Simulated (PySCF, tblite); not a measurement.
# C7H9FN radical: geometry, infrared bands and EPR parameters

Aim: predict the infrared bands and EPR parameters of C7H9FN radical (`C/C([CH]C#N)=C(/C)CF`).

Programs: tblite 0.8.0 and PySCF 2.14.0, with density-fitted response routines of our own. Each step states its level of theory. These are calculated values for one molecule in the gas phase, unless marked as measured. Atoms are numbered from 0 throughout.

## 1. Starting geometry

18 atoms, charge 0, multiplicity 2; geometry from: force field or distance geometry start.

Bonds of the start (Å): C0–C1 1.51, C1–C2 1.45, C2–C3 1.43, C3–N4 1.16, C1–C5 1.36, C5–C6 1.52, C5–C7 1.51, C7–F8 1.36, C0–H9 1.09, C0–H10 1.10, C0–H11 1.10, C2–H12 1.08, C6–H13 1.10, C6–H14 1.10, C6–H15 1.11, C7–H16 1.10, C7–H17 1.10.

## 2. Geometry optimisation with GFN2-xTB

The job: settings as JSON, then the geometry in Å.

```
{"job": {"kind": "relax", "xc": "GFN2-xTB", "basis": "xTB"}, "charge": 0, "multiplicity": 2}
C     -1.589900    -0.976500     0.147600
C     -0.548400     0.118800     0.072000
C     -1.040500     1.466600     0.290300
C     -2.423100     1.790600     0.477300
N     -3.542700     2.038400     0.655300
C      0.766700    -0.145000    -0.145400
C      1.845800     0.910800    -0.319300
C      1.352700    -1.537500    -0.240000
F      2.603500    -1.585600     0.296900
H     -1.240400    -1.954900    -0.165600
H     -1.982300    -1.077100     1.168800
H     -2.441000    -0.747800    -0.517500
H     -0.374200     2.309400     0.359300
H      2.520900     0.627400    -1.138400
H      1.454400     1.904200    -0.571500
H      2.436200     0.996400     0.612300
H      1.432900    -1.837600    -1.290100
H      0.760600    -2.294200     0.296100
```

The run is started by

```sh
> OMP_NUM_THREADS=1 python probes_run.py task.json out
```

This one command runs all jobs of the session in turn.

**Question.** This job is followed by: GFN2-xTB harmonic vibrations, gas phase; UKS B3LYP, pcH-1 on C F H N, non-relativistic, mean-field spin-orbit, GIAO. Predict these results of the whole session: strongest single infrared mode (GFN2-xTB); zero-point energy (GFN2-xTB); g(iso) (B3LYP); ⟨S²⟩; largest a(iso) (averaged by class); potential on the surface of density 0.002 e/bohr³, 1st and 99th percentile.

The runs gave:

```
                                                                  quantity                     value
                                 strongest single infrared mode (GFN2-xTB)     2283 cm⁻¹, 214 km/mol
                                              zero-point energy (GFN2-xTB)             87.4 kcal/mol
                                                            g(iso) (B3LYP)                   2.00283
                                                                      ⟨S²⟩        0.778 (exact 0.75)
                                        largest a(iso) (averaged by class)  1H on H16, H17, 66.7 MHz
potential on the surface of density 0.002 e/bohr³, 1st and 99th percentile        -1.80 V and 1.39 V
```

Relaxing lowered the energy by 0.256 eV in 101 steps; the close pair that moved most is C1–C2, from 1.451 to 1.396 Å. The lowest mode is imaginary (62i cm⁻¹), so the xTB geometry is not a minimum: the zero-point energy counts the real modes alone, and all values at this geometry belong to a saddle point. The strongest single mode, at 2283 cm⁻¹, moves mainly C3 and N4. Unscaled tight-binding wavenumbers are off by several per cent, some by more. Its intensities can rank the bands wrongly. The largest spin populations lie on C5 (0.56 e), C2 (0.55 e). The isotropic g lies 0.5 ppt above the free-electron value. These values are for one conformer; the search (at its own cheap level) found 2 more, at 0.34, 0.93 kcal/mol, and measured spectra average over such forms.
